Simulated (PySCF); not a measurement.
# BiH5O5 (Bi(OH)5): the cost of one run

Program: PySCF 2.14.0. Level of theory: B3LYP, Bi def2-SVP with ECP60, O def2-SVP, H def2-SVP; scalar-relativistic core potentials, no spin–orbit coupling. These are calculated values, not measurements.

3 further runs of the same task are left out: 2 for a known fault of the program, 1 that didn't finish.

## (1) Where the work starts

11 atoms, charge 0, spin multiplicity 1.

Bond lengths: Bi1–O2 2.024 Å, Bi1–O4 2.024 Å, Bi1–O6 2.024 Å, Bi1–O8 2.024 Å, Bi1–O10 2.024 Å, O2–H3 0.966 Å, O4–H5 0.966 Å, O6–H7 0.966 Å, O8–H9 0.966 Å, O10–H11 0.966 Å. Angles: O2–Bi1–O4 103.1°, O2–Bi1–O6 103.1°, O2–Bi1–O8 103.1°, O2–Bi1–O10 103.1°, O4–Bi1–O6 87.0°, O4–Bi1–O8 153.7°, O4–Bi1–O10 87.0°, O6–Bi1–O8 87.0°, O6–Bi1–O10 153.7°, O8–Bi1–O10 87.0°, Bi1–O2–H3 158.7°, Bi1–O4–H5 158.7°, Bi1–O6–H7 158.7°, Bi1–O8–H9 158.7°, Bi1–O10–H11 158.7°.

Geometry (Å):

```xyz
11

Bi    0.0000    0.0000    0.0000
O     0.0000    0.0000    2.0240
H     0.3500    0.0000    2.9240
O     1.9711    0.0000   -0.4599
H     2.9271    0.0000   -0.3235
O     0.0000    1.9711   -0.4599
H     0.0000    2.9271   -0.3235
O    -1.9711    0.0000   -0.4599
H    -2.9271    0.0000   -0.3235
O     0.0000   -1.9711   -0.4599
H     0.0000   -2.9271   -0.3235
```

Formal oxidation states: Bi +5.

## (2) SCF at the start, singlet

Input file run.py (the lines that set the calculation):

```python
mol = gto.M(atom='''
Bi     0.00000     0.00000     0.00000
O      0.00000     0.00000     2.02400
H      0.35000     0.00000     2.92400
O      1.97110     0.00000    -0.45990
H      2.92710     0.00000    -0.32350
O      0.00000     1.97110    -0.45990
H      0.00000     2.92710    -0.32350
O     -1.97110     0.00000    -0.45990
H     -2.92710     0.00000    -0.32350
O      0.00000    -1.97110    -0.45990
H      0.00000    -2.92710    -0.32350''',
    basis={'Bi': 'def2-SVP', 'O': 'def2-SVP', 'H': 'def2-SVP'},
    ecp={'Bi': 'def2-SVP'},
    charge=0, spin=0)
mf = dft.RKS(mol, xc='B3LYP')
mf.grids.atom_grid = (50, 194)
mf = mf.density_fit()  # fitting sets: Bi def2-universal-JKFIT, O def2-universal-JKFIT, H def2-universal-JKFIT
mf.conv_tol = 1e-08; mf.max_cycle = 55
mf.kernel(dm0)  # dm0: free metal ions and neutral atoms
```

Launch:

```console
$ OMP_NUM_THREADS=2 python run.py
```

Q: Estimate wall time and peak memory on 2 threads of AMD EPYC 9R45 (Zen 5), shared host.

About 2.2 s, with a peak of 0.69 GiB.
